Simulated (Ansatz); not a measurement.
# HPbNO4 (P2_1/m) in Ansatz: notebook, part 2 of 2

Ansatz 0.2.0.

**4. Relaxation of cell and atoms, r2SCAN+D4**

Contents of input.yaml:

```yaml
crystal:
  lattice:
    - [6.85877, 0.0, 0.0]
    - [0.0, 4.22865, 0.0]
    - [-3.39101, 0.0, 7.27459]
  atoms:
    - { symbol: H, position: [0.22549, 0.75, 0.5073] }
    - { symbol: H, position: [0.77451, 0.25, 0.4927] }
    - { symbol: Pb, position: [0.30229, 0.25, 0.28494] }
    - { symbol: Pb, position: [0.69771, 0.75, 0.71506] }
    - { symbol: "N", position: [0.21484, 0.75, 0.83567] }
    - { symbol: "N", position: [0.78516, 0.25, 0.16433] }
    - { symbol: O, position: [0.33078, 0.75, 0.45338] }
    - { symbol: O, position: [0.40909, 0.75, 0.86901] }
    - { symbol: O, position: [0.15508, 0.75, 0.96537] }
    - { symbol: O, position: [0.07083, 0.75, 0.66955] }
    - { symbol: O, position: [0.66922, 0.25, 0.54661] }
    - { symbol: O, position: [0.59091, 0.25, 0.13099] }
    - { symbol: O, position: [0.84492, 0.25, 0.03463] }
    - { symbol: O, position: [0.92917, 0.25, 0.33045] }
hamiltonian:
  xc: r2scan
  pseudopotentials: { kind: paw }
  dispersion: d4
kpoints:
  mp_grid: { grid: [3, 5, 3] }
scf:
  occupations: { method: fermi_dirac, width: 0.05 }
output:
  forces: true
  stress: true
  eigenvalues: true
relax:
  f_tol: 0.01
  max_steps: 40
  cell: { stress_tol: 0.05 }
```

Potentials or basis: Ansatz PAW.

On the command line:

```console
ansatz run input.yaml --threads 8 --pin off --max-ram 20480MiB --backend cpu --events-out ev --progress --plain --runs-dir out
```

What it wrote:

```text
Warning: the atoms were moved onto the symmetric positions of the space group found under crystal.symmetry.tolerance 1.0e-5 (fractional; no operation is sought that the atoms, as they stand in a round, miss by more than twice it, and no atom is moved by as much as it), and the run uses the moved positions. Before a round's move an operation carried an atom to 6.88e-5 Å from where it should land, the largest such distance. Atom 6 (counting from 0) moved farthest, by 4.01e-5 Å; the longest move in fractions of the cell, of whichever atom, is 0.49 of the tolerance, in 1 round. To run the atoms as typed, lower crystal.symmetry.tolerance until the operations that they miss are no longer found, or set crystal.symmetry.detect: false (a key that needs symmetry detection or time reversal refuses this as the deck is read). The positions used, in the order of the run's atom list: position: [0.22549, 0.75, 0.5073]; position: [0.77451, 0.25, 0.49269999999999997]; position: [0.30229, 0.25, 0.28493999999999997]; position: [0.69771, 0.75, 0.7150599999999999]; position: [0.21484, 0.75, 0.83567]; position: [0.78516, 0.25, 0.16432999999999995]; position: [0.33078, 0.75, 0.4533849999999999]; position: [0.40909, 0.75, 0.86901]; position: [0.15508, 0.75, 0.96537]; position: [0.07083, 0.75, 0.66955]; position: [0.66922, 0.25, 0.546615]; position: [0.59091, 0.25, 0.13099]; position: [0.84492, 0.25, 0.03462999999999999]; position: [0.92917, 0.25, 0.33044999999999997];
Warning: RAYON_NUM_THREADS=8 ignored (pool sized by the plan → 8); use --threads N
Engine: ansatz 0.2.0, aarch64-unknown-linux-gnu
Pseudopotentials: kind: paw
Pseudopotential: H, paw, valence charge 1, recommended cutoff 500 eV (meta_gga), H.paw.azcp
Pseudopotential: Pb, paw, valence charge 14, recommended cutoff 500 eV (meta_gga), Pb.paw.azcp
Pseudopotential: N, paw, valence charge 5, recommended cutoff 500 eV (meta_gga), N.paw.azcp
Pseudopotential: O, paw, valence charge 6, recommended cutoff 500 eV (meta_gga), O.paw.azcp
Functional definition: r2SCAN
  parameter k0 = 0.174
  parameter k1 = 0.065
[... 229 lines left out ...]
--- Relaxed structure (10 steps of the walk, 9 accepted, 1 SCFs on fresh bases) ---
  F+E_penalty+E_count = -29182.93214697 eV   max|allowed force component| = 5.183e-3 eV/Å   (the final SCF, on the basis selected at the relaxed cell)
  cell:  # Å, volume = 195.4257 Å³
    - [6.798804467678315, 3.627540098810594e-17, -0.11926144115049543]
    - [2.236493925125849e-17, 4.064175195051159, 4.4684043589368296e-17]
    - [-3.4878545315152465, 5.893568018265229e-17, 7.13374337083542]
  atoms:
    - { symbol: H, position: [0.21997654866583993, 0.75, 0.5062431481068155] }
    - { symbol: H, position: [0.78002345133416, 0.25, 0.4937568518931844] }
    - { symbol: Pb, position: [0.2962227055915122, 0.25, 0.2784111696584435] }
    - { symbol: Pb, position: [0.7037772944084878, 0.75, 0.7215888303415564] }
    - { symbol: N, position: [0.22296585173917263, 0.75, 0.8373893167170754] }
    - { symbol: N, position: [0.7770341482608276, 0.25, 0.16261068328292452] }
    - { symbol: O, position: [0.32745882930353787, 0.75, 0.4565987701699429] }
    - { symbol: O, position: [0.4174959230328704, 0.75, 0.8685610794722983] }
    - { symbol: O, position: [0.17251355197440144, 0.75, 0.9720286250703917] }
    - { symbol: O, position: [0.06878219207053865, 0.75, 0.669391992979751] }
    - { symbol: O, position: [0.6725411706964621, 0.25, 0.5434012298300569] }
    - { symbol: O, position: [0.5825040769671297, 0.25, 0.13143892052770156] }
    - { symbol: O, position: [0.8274864480255986, 0.25, 0.027971374929608175] }
    - { symbol: O, position: [0.9312178079294616, 0.25, 0.3306080070202487] }
```

Wall time 81 s (8 threads of Arm Neoverse N1, shared host); peak memory 1.4 GiB.

What came out:

```yaml
Free_energy: -29182.9321 eV
Relaxed_volume: 13.96 Å³/atom
Relaxed_cell: a = 6.800 Å, b = 4.064 Å, c = 7.941 Å, α = 90.00°, β = 117.06°, γ = 90.00°
Space_group_after_relaxing_to_0.05_Å: P2_1/m (No. 11)
Energy_gained_by_relaxing: 9.3 meV/atom
Ionic_steps: 10
Pressure_after_relaxing: 0.0 GPa
Largest_force_after_relaxing: 0.006 eV/Å
Band_gap_on_the_k_mesh: 3.47 eV, indirect (least direct gap 3.65 eV)
```

Forces in eV/Å, atoms in the order of the input:
```
H   -0.004  0.000  0.002
H    0.004  0.000 -0.002
Pb   0.002  0.000 -0.001
Pb  -0.002  0.000  0.001
N   -0.004  0.000 -0.001
N    0.004  0.000  0.001
O    0.001  0.000 -0.002
O    0.005  0.000 -0.002
O   -0.003  0.000  0.005
O    0.003  0.000 -0.001
O   -0.001  0.000  0.002
O   -0.005  0.000  0.002
O    0.003  0.000 -0.005
O   -0.003  0.000  0.001
```

Step by step:
| step | energy change (eV) | largest force (eV/Å) | volume (Å³) |
| --- | --- | --- | --- |
| 1 | 0.0000 | 0.6622 | 210.99 |
| 2 | -0.1177 | 0.3255 | 199.81 |
| 3 | -0.1243 | 0.1453 | 198.75 |
| 4 | -0.1358 | 0.1124 | 195.44 |
| 5 | -0.1372 | 0.0501 | 195.62 |
| 6 | -0.1379 | 0.0241 | 195.60 |
| 7 | -0.1380 | 0.0207 | 195.47 |
| 8 | -0.1380 | 0.0161 | 195.44 |
| 9 | -0.1381 | 0.0036 | 195.43 |
| 10 | -0.1304 | 0.0055 | 195.43 |

Final structure:
```
H Pb N O
1.0
     6.79880    0.00000   -0.11926
     0.00000    4.06418    0.00000
    -3.48785    0.00000    7.13374
H Pb N O
2 2 2 8
Direct
  0.21998 0.75000 0.50624
  0.78002 0.25000 0.49376
  0.29622 0.25000 0.27841
  0.70378 0.75000 0.72159
  0.22297 0.75000 0.83739
  0.77703 0.25000 0.16261
  0.32746 0.75000 0.45660
  0.41750 0.75000 0.86856
  0.17251 0.75000 0.97203
  0.06878 0.75000 0.66939
  0.67254 0.25000 0.54340
  0.58250 0.25000 0.13144
  0.82749 0.25000 0.02797
  0.93122 0.25000 0.33061
```

Caveat: odd divisions of the mesh miss points on the zone boundary, where band edges often lie, so the gap on the mesh can be too wide; the plane-wave basis is chosen anew once the cell has moved, so the energies of steps on either side of that aren't comparable; spin-orbit coupling is left out, which as a rule narrows the gap of such compounds by several tenths of an eV; the PAW data sets come from PBE, with cores solved anew for the run's functional, which leaves a small shift of forces and pressure.

**5. The runs side by side**

```tsv
level	cutoff (eV)	gap on the mesh (eV)	pressure (GPa)	relaxed volume (Å³/atom)	largest force (eV/Å)
PBEsol	420	2.99	0.0	14.08	-
PBE+D4	420	3.03	0.0	14.48	0.01
r2SCAN+D4	500	3.47	0.0	13.96	0.01
```

Alike in all rows: task relaxation of cell and atoms; potentials or basis Ansatz PAW; no spin polarisation; cell relaxed; k mesh 3 × 5 × 3; smearing fermi-dirac 0.05 eV.

Caveats: odd divisions of the mesh miss points on the zone boundary, where band edges often lie, so the gap on the mesh can be too wide; the plane-wave basis is chosen anew once the cell has moved, so the energies of steps on either side of that aren't comparable; spin-orbit coupling is left out, which as a rule narrows the gap of such compounds by several tenths of an eV; the PAW data sets come from PBE, with cores solved anew for the run's functional, which leaves a small shift of forces and pressure (some runs).

Total energies depend on the potentials used, so only differences within one code and one set of settings carry meaning.
